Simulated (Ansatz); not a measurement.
# AlRh: from the start to rest, part 2 of 2

The start is AlRh, a borrowed structure type, volume estimated. Where does it settle when we relax cell and atoms, and what is it like there?

Ansatz 0.2.0; DFT, r2SCAN, no spin polarisation, plane waves, PAW. Relaxing cell and atoms. Earlier steps stand in the parts before.

## Step 3: The log goes on

The log, continued:

```text
SCF iter   2: F=-6957.114727 eV  HF=-6957.149732 eV  |F-HF|=3.50e-2  |Δ(HF+E_count)|=   1.82e-1  Δρ=1.17e-2  dr2=4.28e-2  dr2_τ=4.15e-3  ethr=1.26e-4  ⟨swp⟩=2.1  Hψ=3655  notcnv=0
SCF iter   3: F=-6957.140440 eV  HF=-6957.141466 eV  |F-HF|=1.03e-3  |Δ(HF+E_count)|=   8.27e-3  Δρ=4.23e-3  dr2=3.06e-3  dr2_τ=1.52e-4  ethr=1.26e-4  ⟨swp⟩=2.2  Hψ=3407  notcnv=0
SCF iter   4: F=-6957.141394 eV  HF=-6957.141590 eV  |F-HF|=1.97e-4  |Δ(HF+E_count)|=   1.24e-4  Δρ=1.58e-3  dr2=5.02e-4  dr2_τ=6.43e-5  ethr=1.53e-5  ⟨swp⟩=2.8  Hψ=3282  notcnv=0
SCF iter   5: F=-6957.141445 eV  HF=-6957.141664 eV  |F-HF|=2.19e-4  |Δ(HF+E_count)|=   7.38e-5  Δρ=1.16e-3  dr2=3.20e-4  dr2_τ=1.57e-5  ethr=2.51e-6  ⟨swp⟩=2.1  Hψ=2619  notcnv=0
SCF iter   6: F=-6957.141606 eV  HF=-6957.141613 eV  |F-HF|=7.55e-6  |Δ(HF+E_count)|=   5.06e-5  Δρ=2.67e-4  dr2=1.51e-5  dr2_τ=7.39e-7  ethr=1.60e-6  ⟨swp⟩=2.4  Hψ=3119  notcnv=0
SCF iter   7: F=-6957.141611 eV  HF=-6957.141611 eV  |F-HF|=3.36e-8  |Δ(HF+E_count)|=   2.02e-6  Δρ=3.79e-5  dr2=2.72e-7  dr2_τ=1.33e-8  ethr=7.56e-8  ⟨swp⟩=2.8  Hψ=2798  notcnv=0
SCF iter   8: F=-6957.141612 eV  HF=-6957.141612 eV  |F-HF|=8.26e-9  |Δ(HF+E_count)|=   9.30e-8  Δρ=7.81e-6  dr2=1.47e-8  dr2_τ=9.23e-10  ethr=1.00e-9  ⟨swp⟩=9.1  Hψ=10859  notcnv=0
SCF 3 converged in 8 iterations: F = -6957.141612 eV  dr2 = 1.47e-8
relax step   3: F+E_penalty+E_count = -6957.14161151 eV  Δ(F+E_penalty+E_count) = -2.057e-1 eV  max|allowed force component| = 2.660e-17 eV/Å  Δτ_max = 0.0000 Å  P = +6.326 GPa  Ω = 28.382 Å³  energy of the carried Pulay correction = -9.657e-4 eV  (8 SCF iters, dr2 threshold 2.00e-7 eV, accepted)
[... from here on, the SCF cycles and remarks between the steps are left out ...]
relax step   4: F+E_penalty+E_count = -6957.20320896 eV  Δ(F+E_penalty+E_count) = -6.160e-2 eV  max|allowed force component| = 2.255e-17 eV/Å  Δτ_max = 0.0000 Å  P = +0.529 GPa  Ω = 28.955 Å³  energy of the carried Pulay correction = -1.109e-3 eV  (8 SCF iters, dr2 threshold 2.00e-7 eV, accepted)
relax step   5: F+E_penalty+E_count = -6957.26882984 eV  Δ(F+E_penalty+E_count) = -6.562e-2 eV  max|allowed force component| = 9.252e-18 eV/Å  Δτ_max = 0.0000 Å  P = -1.497 GPa  Ω = 28.859 Å³  energy of the carried Pulay correction = -1.145e-3 eV  (7 SCF iters, dr2 threshold 2.00e-7 eV, accepted)
relax step   6: F+E_penalty+E_count = -6957.32130023 eV  Δ(F+E_penalty+E_count) = -5.247e-2 eV  max|allowed force component| = 1.503e-17 eV/Å  Δτ_max = 0.0000 Å  P = -2.112 GPa  Ω = 28.500 Å³  energy of the carried Pulay correction = -1.139e-3 eV  (7 SCF iters, dr2 threshold 2.00e-7 eV, accepted)
relax step   7: F+E_penalty+E_count = -6957.32551306 eV  Δ(F+E_penalty+E_count) = -4.213e-3 eV  max|allowed force component| = 1.619e-17 eV/Å  Δτ_max = 0.0000 Å  P = +0.799 GPa  Ω = 27.624 Å³  energy of the carried Pulay correction = -1.044e-3 eV  (7 SCF iters, dr2 threshold 2.00e-7 eV, accepted)
relax step   8: F+E_penalty+E_count = -6957.33685305 eV  Δ(F+E_penalty+E_count) = -1.134e-2 eV  max|allowed force component| = 3.469e-18 eV/Å  Δτ_max = 0.0000 Å  P = +0.479 GPa  Ω = 27.856 Å³  energy of the carried Pulay correction = -1.058e-3 eV  (6 SCF iters, dr2 threshold 2.00e-7 eV, accepted)
relax step   9: F+E_penalty+E_count = -6957.33695221 eV  Δ(F+E_penalty+E_count) = -9.915e-5 eV  max|allowed force component| = 8.095e-18 eV/Å  Δτ_max = 0.0000 Å  P = +0.039 GPa  Ω = 27.911 Å³  energy of the carried Pulay correction = -1.069e-3 eV  (5 SCF iters, dr2 threshold 2.00e-7 eV, accepted)
relax step  10: F+E_penalty+E_count = -6957.33695246 eV  Δ(F+E_penalty+E_count) = -2.542e-7 eV  max|allowed force component| = 1.041e-17 eV/Å  Δτ_max = 0.0000 Å  P = -0.001 GPa  Ω = 27.919 Å³  energy of the carried Pulay correction = -1.070e-3 eV  (4 SCF iters, dr2 threshold 7.01e-9 eV, accepted)
relax step  11: F+E_penalty+E_count = -6957.35086695 eV  Δ(F+E_penalty+E_count) = -1.391e-2 eV  max|allowed force component| = 1.156e-17 eV/Å  Δτ_max = 0.0000 Å  P = +0.656 GPa  Ω = 27.919 Å³  stress off target by 1.85e0 GPa  SCF on the basis re-selected at this cell (its energy is not comparable with the rows above)  (9 SCF iters)
relax step  12: F+E_penalty+E_count = -6957.35184171 eV  Δ(F+E_penalty+E_count) = -9.748e-4 eV  max|allowed force component| = 1.966e-17 eV/Å  Δτ_max = 0.0000 Å  P = +0.087 GPa  Ω = 27.966 Å³  energy of the carried Pulay correction = -1.105e-5 eV  (5 SCF iters, dr2 threshold 2.00e-7 eV, accepted)
relax step  13: F+E_penalty+E_count = -6957.35185604 eV  Δ(F+E_penalty+E_count) = -1.433e-5 eV  max|allowed force component| = 1.156e-17 eV/Å  Δτ_max = 0.0000 Å  P = -0.011 GPa  Ω = 27.975 Å³  energy of the carried Pulay correction = -1.311e-5 eV  (4 SCF iters, dr2 threshold 1.37e-7 eV, accepted)
iter 1 solved again at ethr=2.34e-8 eV; its pass at ethr=3.10e-3 eV (dr2=4.69e-6 eV) is discarded
SCF iter   1: F=-6957.351872 eV  HF=-6957.351820 eV  |F-HF|=5.16e-5  |Δ(HF+E_count)|=         —  Δρ=2.05e-4  dr2=2.64e-7  dr2_τ=3.61e-8  ethr=2.34e-8  ⟨swp⟩=3.9  Hψ=14491  notcnv=0
SCF iter   2: F=-6957.351870 eV  HF=-6957.351857 eV  |F-HF|=1.29e-5  |Δ(HF+E_count)|=   3.72e-5  Δρ=1.03e-4  dr2=1.39e-7  dr2_τ=6.68e-7  ethr=1.32e-9  ⟨swp⟩=2.0  Hψ=2263  notcnv=0
SCF iter   3: F=-6957.351870 eV  HF=-6957.351867 eV  |F-HF|=3.42e-6  |Δ(HF+E_count)|=   9.52e-6  Δρ=5.58e-5  dr2=1.29e-7  dr2_τ=1.87e-7  ethr=6.93e-10  ⟨swp⟩=2.0  Hψ=2298  notcnv=0
SCF iter   4: F=-6957.351870 eV  HF=-6957.351870 eV  |F-HF|=2.13e-9  |Δ(HF+E_count)|=   3.50e-6  Δρ=2.43e-6  dr2=8.51e-10  dr2_τ=1.15e-10  ethr=6.45e-10  ⟨swp⟩=2.0  Hψ=2199  notcnv=0
SCF iter   5: F=-6957.351870 eV  HF=-6957.351870 eV  |F-HF|=2.18e-11  |Δ(HF+E_count)|=   2.26e-9  Δρ=4.93e-7  dr2=9.40e-11  dr2_τ=5.70e-12  ethr=4.25e-12  ⟨swp⟩=2.1  Hψ=2314  notcnv=0
SCF iter   6: F=-6957.351870 eV  HF=-6957.351870 eV  |F-HF|=5.46e-12  |Δ(HF+E_count)|=  7.28e-12  Δρ=2.09e-7  dr2=1.17e-11  dr2_τ=9.36e-13  ethr=1.00e-12  ⟨swp⟩=5.1  Hψ=6332  notcnv=0
SCF 14 converged in 6 iterations: F = -6957.351870 eV  dr2 = 1.17e-11
relax step  14: F+E_penalty+E_count = -6957.35187015 eV  Δ(F+E_penalty+E_count) = -1.411e-5 eV  max|allowed force component| = 8.095e-18 eV/Å  Δτ_max = 0.0000 Å  P = -0.011 GPa  Ω = 27.975 Å³  stress off target by 1.27e-2 GPa  SCF on the basis re-selected at this cell (its energy is not comparable with the rows above)  (6 SCF iters)
basis re-selected at this cell: Δ(F+E_penalty+E_count) = -1.411e-5 eV, ΔP = -0.000 GPa vs the last step (what re-selecting the basis moved, of the pressure what is left beyond the Pulay correction that the steps carried, after the strain that the cell walked since its last selection, with what the two solves' SCF thresholds leave and, on support functions, any second-order correction that the steps lacked; it is no measure of the basis error at this ecutwfc). This SCF's stress stands 1.27e-2 GPa from its target on what of the cell is left free (relax.cell.stress_tol is 5.00e-2 GPa) and its largest allowed force component is 8.10e-18 eV/Å (relax.f_tol is 3.00e-2 eV/Å): within both
SCF converged after 6 iterations
Free energy (F): -6957.351870 eV
Harris-Foulkes:  -6957.351870 eV  (|F-HF|=5.46e-12)
Internal energy: -6957.341833 eV  (E = F + TS)
E sigma→0 (E₀):  -6957.346851 eV
Entropy (-TS):   -0.010037 eV (-5.019 meV/atom)
Fermi energy:    15.428637 eV
--- Per-component energies (eV) ---
  E_band       = -182.756055
  E_kinetic    = 600.920523
  E_local      = -2327.918246  (includes V_loc(G=0)·N_el)
  E_nonlocal   = 365.701564
  E_hartree    = 891.793203
  E_xc         = -255.170925
  E_vxc        = -348.531593  (∫ρ·V_xc dr)
  E_paw        = -4078.367454  (= ΣΔE_a)
  E_vpaw       = -279.749663  (= ΣTr[D̂ρ^β])
  E_aug_tail   = 0.000630  (compensation charges beyond the density's cutoff)
  E_vtau       = 23.234264  (kinetic-family band-sum trace: ∫τ·v_τ [+ j·A + Jᵃ·Aᵃ] dr)
  E_ewald      = -2153.871060
  E_core_change = -0.430067  (= ΣΔE_core)
  E_smearing   = -0.010037  (= −TS)
  E_closure    = 0.000000  (closes the sum)
  Σ components = -6957.351870   (vs F -6957.351870, Δ=0.00e0)
--- Forces (eV/Å), atoms counted from 1 ---
  atom   1  Rh     0.00000000    -0.00000000     0.00000000
  atom   2  Al     0.00000000     0.00000000     0.00000000
  max |Σ_I F_I| component: 2.08e-17 eV/Å
--- Stress (GPa, compression-positive) ---
       -0.012700      -0.000000       0.000000
        0.000000      -0.012700       0.000000
        0.000000       0.000000      -0.007153
  P = ⅓ Tr σ = -0.0109 GPa (-0.109 kbar)
--- Band table (eV; the first three rows and the last of 114) ---
  k-point 0: bands = ["-65.2127", "-32.4207", "-32.1659", "-32.1659", "4.7589", "10.6313", "12.8004", "12.8004", "14.0106", "14.0106", "15.5071", "21.9403", "27.2497", "27.2497"]
  k-point 1: bands = ["-65.2127", "-32.4220", "-32.1658", "-32.1658", "4.8873", "10.5784", "12.8052", "12.8052", "13.9793", "13.9793", "15.0607", "22.5082", "27.4628", "27.4628"]
  k-point 2: bands = ["-65.2126", "-32.4255", "-32.1657", "-32.1657", "5.2642", "10.3690", "12.8178", "12.8178", "13.8990", "13.8990", "14.1443", "23.7891", "28.0730", "28.0730"]
  k-point 113: bands = ["-65.1806", "-32.3894", "-32.3519", "-32.3461", "10.2939", "10.3303", "11.7222", "12.7096", "13.6968", "14.3553", "18.8998", "20.0216", "20.5985", "20.6123"]
--- Relaxed structure (12 steps of the walk, 12 accepted, 2 SCFs on fresh bases) ---
  F+E_penalty+E_count = -6957.35187015 eV   max|allowed force component| = 8.095e-18 eV/Å   (the final SCF, on the basis selected at the relaxed cell)
  cell:  # Å, volume = 27.9753 Å³
    - [2.923255048007469, -2.7824456572214777e-9, 0.0]
    - [-1.4616275215940657, 2.53161313470679, 0.0]
    - [0.0, 0.0, 3.7801693409164323]
  atoms:
    - { symbol: Rh, position: [5.551093947302099e-17, -1.8503646491007032e-17, 0.0] }
    - { symbol: Al, position: [0.6666666666666667, 0.33333333333333337, 0.5000000000000001] }
--- Löwdin populations: 2 sites ---
  site symbol       q [e]
     0     Rh     16.9182
     1     Al      2.9672
  spilling = 0.005732 (of n_electrons = 20.000000)
--- Bader charges: 2 sites ---
  site symbol  charge [e]  shift [e]
     0     Rh     -1.9007     0.0009
     1     Al      1.9007     0.0009
  estimated error of the sums over rays = 6.6e-4 e
```

Wall time 84 s (2 threads of Intel Xeon Platinum 8488C (Sapphire Rapids), shared host); peak memory 0.5 GiB.

Relaxation path:

```csv
step,energy from step 1 (eV/cell),largest force component (eV/Å),pressure (GPa),volume (Å³)
1,0.0000,0.0000,63.21,23.56
2,-0.7763,0.0000,23.55,26.48
3,-0.9820,0.0000,6.33,28.38
4,-1.0436,0.0000,0.53,28.96
5,-1.1092,0.0000,-1.50,28.86
6,-1.1617,0.0000,-2.11,28.50
7,-1.1659,0.0000,0.80,27.62
8,-1.1773,0.0000,0.48,27.86
9,-1.1774,0.0000,0.04,27.91
10,-1.1774,0.0000,0.00,27.92
11,-1.1913,0.0000,0.66,27.92
12,-1.1923,0.0000,0.09,27.97
13,-1.1923,0.0000,-0.01,27.98
14,-1.1923,0.0000,-0.01,27.98
```

Step 1 is the start. Steps 11, 14 repeat the geometry before on a plane-wave basis chosen anew for that cell, so the energy can jump there without any move; the table keeps such jumps.

| input's cell | before | after | change |
| --- | --- | --- | --- |
| a (Å) | 3.033 | 2.923 | -3.6 % |
| b (Å) | 3.033 | 2.923 | -3.6 % |
| c (Å) | 2.958 | 3.780 | +27.8 % |
| volume (Å³/atom) | 11.78 | 13.99 | +18.7 % |

## Step 4: Density of states

Counts of states in windows (eV from the Fermi level; tetrahedra), total and projected:

```
from    to  total  Al s  Al p  Rh d
-4.5  -4.0   1.22  0.03  0.16  0.97
-4.0  -3.5   0.82  0.02  0.15  0.64
-3.5  -3.0   1.34  0.06  0.19  1.04
-3.0  -2.5   1.47  0.04  0.16  1.23
-2.5  -2.0   1.45  0.02  0.13  1.27
-2.0  -1.5   0.97  0.01  0.07  0.86
-1.5  -1.0   0.48  0.01  0.08  0.37
-1.0  -0.5   0.48  0.02  0.09  0.35
-0.5   0.0   0.53  0.02  0.08  0.42
 0.0   0.5   0.54  0.03  0.13  0.37
 0.5   1.0   0.29  0.02  0.11  0.14
 1.0   1.5   0.22  0.02  0.10  0.09
 1.5   2.0   0.34  0.04  0.14  0.13
 2.0   2.5   0.33  0.04  0.14  0.13
 2.5   3.0   0.21  0.03  0.10  0.06
 3.0   3.5   0.17  0.03  0.09  0.04
```

## Step 5: Charges

Gathered by element (positive charge: electrons given up): Löwdin charges also hold the electrons that the projection spills.

```csv
element,atoms,Bader charge (e),Bader volume (Å³),Löwdin charge (e)
Rh,1,-1.90,21.9,+0.08
Al,1,+1.90,6.1,+0.03
```

Löwdin charges rest on a small set of atomic orbitals that misses 0.6 % of the electrons, so they need not add up to the cell's charge and can differ from Bader's even in sign.

## Step 6: Real-space fields

Maps in the plane spanned by a and b at height 0.500 along c (axes of the input's cell), one cell: a runs left to right (9 points from zero), b bottom to top (9 points), 120° apart. Inside the augmentation spheres the fields are the smooth ones.

Valence density. Values in e/Å³, 9 rows by 9 columns:
```
0.23 0.22 0.20 0.17 0.16 0.17 0.20 0.22 0.23
0.23 0.20 0.17 0.14 0.14 0.17 0.20 0.23 0.24
0.20 0.17 0.14 0.14 0.14 0.17 0.20 0.21 0.21
0.17 0.16 0.14 0.14 0.16 0.17 0.14 0.12 0.14
0.17 0.17 0.17 0.17 0.17 0.10 0.07 0.07 0.10
0.20 0.20 0.20 0.20 0.14 0.07 0.06 0.07 0.14
0.23 0.22 0.23 0.21 0.12 0.07 0.07 0.12 0.21
0.23 0.23 0.24 0.21 0.14 0.10 0.14 0.21 0.24
0.23 0.23 0.23 0.20 0.17 0.17 0.20 0.23 0.23
```

ELF. Ten even steps from '0' (0.03) to '9' (0.56):
```
998656899
986556899
765456777
455554101
466640000
788710001
999700007
999710179
899744799
```

Atoms within 0.2 Å of the plane, in fractions of a and b: Al at (0.67, 0.33).

At the density minimum on some short contacts:

| contact | length (Å) | minimum at (fraction) | density (e/Å³) | ELF |
| --- | --- | --- | --- | --- |
| Rh1–Rh1 | 2.923 | 0.50 | 0.268 | 0.28 |
| Al2–Al2 | 2.923 | none clear | – | – |

## Step 7: Outcome

The summary covers parts 1 to 2.

```
                                                 quantity                                                                       value
                                                    moves                                                                          11
                                            energy gained                                                              589.2 meV/atom
                                             largest move                                                                      0.00 Å
                     space group (0.01 Å), before / after                                                               P-6m2 / P-6m2
                                                     cell  a = 2.923 Å, b = 2.923 Å, c = 3.780 Å, α = 90.00°, β = 90.00°, γ = 120.00°
                                                   volume                                                     13.99 Å³/atom (+18.7 %)
                                      pressure at the end                                                                   -0.01 GPa
           formation energy (elements from separate runs)                                                               -0.83 eV/atom
                                                character                                                                       metal
density of states, mean within 0.25 eV of the Fermi level                                                         1.2 per eV per cell
                                            Bader charges                                                        Rh -1.90, Al +1.90 e
```

**Reading.** The volume grew by 18.7 %, and the atoms end where they began within the cell; the energy fell by 589.2 meV per atom. The shape changed more than that tells: the edges moved by -4, -4, +28 %. The run held to 12 symmetry operations, so a lower structure without them is not ruled out. Bands cross the Fermi level: a metal; within 0.25 eV of the Fermi level the density of states averages 1.2 per eV per cell, mostly Rh d (72 %) and Al p (20 %). Set against separate runs on the elements (Rh fcc, Al fcc), it forms at -0.83 eV per atom, so it is bound against them, though other compounds may compete. Al loses most charge (+1.90 e on average) and Rh gains most (-1.90 e).
